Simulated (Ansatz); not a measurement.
# BaB (rocksalt): how the settings move a single-point run

Aim: see which settings change the result for BaB (rocksalt), by how much, and at what cost.

Computed with Ansatz 0.2.0 (reference: DFT PBE, scalar-relativistic, plane waves, PAW, unless a step's input says otherwise).

1 further run of the same task is left out (it didn't finish). Runs told in other sessions of the task aren't counted.

### 1 The starting structure

Symmetry: Fm-3m, No. 225, cubic system. Conventional cell: a = 6.166 Å, b = 6.166 Å, c = 6.166 Å, α = 90.00°, β = 90.00°, γ = 90.00°. Around Ba (site symmetry m-3m) lie 6 B at 3.08 Å. B (site symmetry m-3m) has 6 Ba at 3.08 Å in its first shell of neighbours.

Structure file:

```cif
data_structure
_symmetry_space_group_name_H-M 'P 1'
_symmetry_Int_Tables_number 1
_cell_length_a 4.3597
_cell_length_b 4.3597
_cell_length_c 4.3597
_cell_angle_alpha 60.000
_cell_angle_beta 60.000
_cell_angle_gamma 60.000
_cell_volume 58.60
loop_
_atom_site_label
_atom_site_type_symbol
_atom_site_fract_x
_atom_site_fract_y
_atom_site_fract_z
_atom_site_occupancy
Ba1 Ba 0.50000 0.50000 0.50000 1
B1 B 0.00000 0.00000 0.00000 1
```

### 2 Reference

input.yaml reads:

```yaml
crystal:
  lattice:
    - [0.0, 3.0827929264, 3.0827929264]
    - [3.0827929264, 0.0, 3.0827929264]
    - [3.0827929264, 3.0827929264, 0.0]
  atoms:
    - { symbol: Ba, position: [0.5, 0.5, 0.5] }
    - { symbol: B, position: [0.0, 0.0, 0.0] }
basis:
  ecutwfc: 420
  ecutrho_ratio: 4
kpoints:
  mp_grid: { grid: [10, 10, 10] }
hamiltonian:
  xc: pbe
scf:
  occupations: { method: gaussian, width: 0.05 }
output:
  forces: true
  stress: true
  eigenvalues: true
```

The run is started by

```console
> ansatz run input.yaml --threads 2 --pin off --max-ram 2662MiB --backend cpu --events-out ev --progress --plain --runs-dir out
```

### 3 A further run, with the input changed

input.yaml: that of step 2 with these lines changed.

```diff
@@ -16,3 +16,4 @@
 scf:
-  occupations: { method: gaussian, width: 0.05 }
+  occupations: { method: tetrahedron }
+  algorithm: direct_min
 output:
@@ -20,2 +21 @@
   stress: true
-  eigenvalues: true
```

### 5 Variant: mp_grid.grid [8, 8, 8], n_extra_bands 8, mixing.algorithm msr1, mixing.beta 0.05, mixing.ndim 2

input.yaml: that of step 2 with these lines changed.

```diff
@@ -12,3 +12,3 @@
 kpoints:
-  mp_grid: { grid: [10, 10, 10] }
+  mp_grid: { grid: [8, 8, 8] }
 hamiltonian:
@@ -17,2 +17,4 @@
   occupations: { method: gaussian, width: 0.05 }
+  n_extra_bands: 8
+  mixing: { algorithm: msr1, beta: 0.05, ndim: 2 }
 output:
@@ -20,2 +22 @@
   stress: true
-  eigenvalues: true
```

### 6 Changed: pseudopotentials.kind nc

input.yaml: that of step 2 with these lines changed.

```diff
@@ -15,2 +15,3 @@
   xc: pbe
+  pseudopotentials: { kind: nc }
 scf:
@@ -20,2 +21 @@
   stress: true
-  eigenvalues: true
```

### 7 Changed: ecutwfc 200 eV, chi_scale 0.1

input.yaml: that of step 2 with these lines changed.

```diff
@@ -9,3 +9,3 @@
 basis:
-  ecutwfc: 420
+  ecutwfc: "200 eV"
   ecutrho_ratio: 4
@@ -17,2 +17,3 @@
   occupations: { method: gaussian, width: 0.05 }
+  initial_density: { chi_scale: 0.1 }
 output:
@@ -20,2 +21 @@
   stress: true
-  eigenvalues: true
```

(Steps that only read results are left out.)

**Question.** What will these runs give? Wanted: for each run, ending; energy change; pressure; gap; force.

The runs gave:

| run | ending | energy change | pressure (GPa) | gap (eV) | force (eV/Å) | cycles | time |
| --- | --- | --- | --- | --- | --- | --- | --- |
| reference | converged | 0 | 0.0 | 0.00 | 0.00 | 6 | 1.1 s |
| 1: occupations.method tetrahedron, scf.algorithm direct_min, width left out | refused | - | - | - | - | - | 0.02 s |
| 2: mp_grid.grid [8, 8, 8], n_extra_bands 8, mixing.algorithm msr1, mixing.beta 0.05, mixing.ndim 2 | converged | -5.8 meV/atom | -0.2 | 0.00 | 0.00 | 7 | 0.8 s |
| 3: pseudopotentials.kind nc | converged | not comparable | 0.2 | 0.00 | 0.00 | 6 | 0.86 s |
| 4: ecutwfc 200 eV, chi_scale 0.1 | converged | +425.6 meV/atom | 0.7 | 0.00 | 0.00 | 6 | 0.52 s |

Residual by cycle in the longest SCF loop of each run; runs are numbered as in the table. The quantity is the density residual dr2, in eV.

| cycle | reference | run 2 | run 3 | run 4 |
| --- | --- | --- | --- | --- |
| 1 | 0.00404 | 0.00571 | 0.131 | 0.134 |
| 2 | 0.0017 | 0.00479 | 0.0643 | 0.0639 |
| 3 | 8.1e-5 | 0.00188 | 0.00278 | 0.00186 |
| 4 | 1.3e-5 | 3.0e-4 | 4.2e-5 | 5.1e-5 |
| 5 | 5.4e-7 | 2.7e-5 | 2.6e-6 | 3.1e-6 |
| 6 | 1.4e-8 | 2.6e-6 | 3.3e-8 | 3.2e-8 |
| 7 | - | 1.0e-7 | - | - |

**Reading.** Of the converged runs whose energies compare with the reference's, «ecutwfc 200 eV, chi_scale 0.1» moves the energy most (+425.6 meV/atom) and «mp_grid.grid [8, 8, 8], n_extra_bands 8, mixing.algorithm msr1, mixing.beta 0.05, mixing.ndim 2» least (-5.8 meV/atom). Runs 3 and 4 ran under the cutoff that the potentials recommend, as the log warns, so basis error is mixed into their values, and swamps them where the cutoff is far short. 1 of the 4 altered inputs did not end normally.
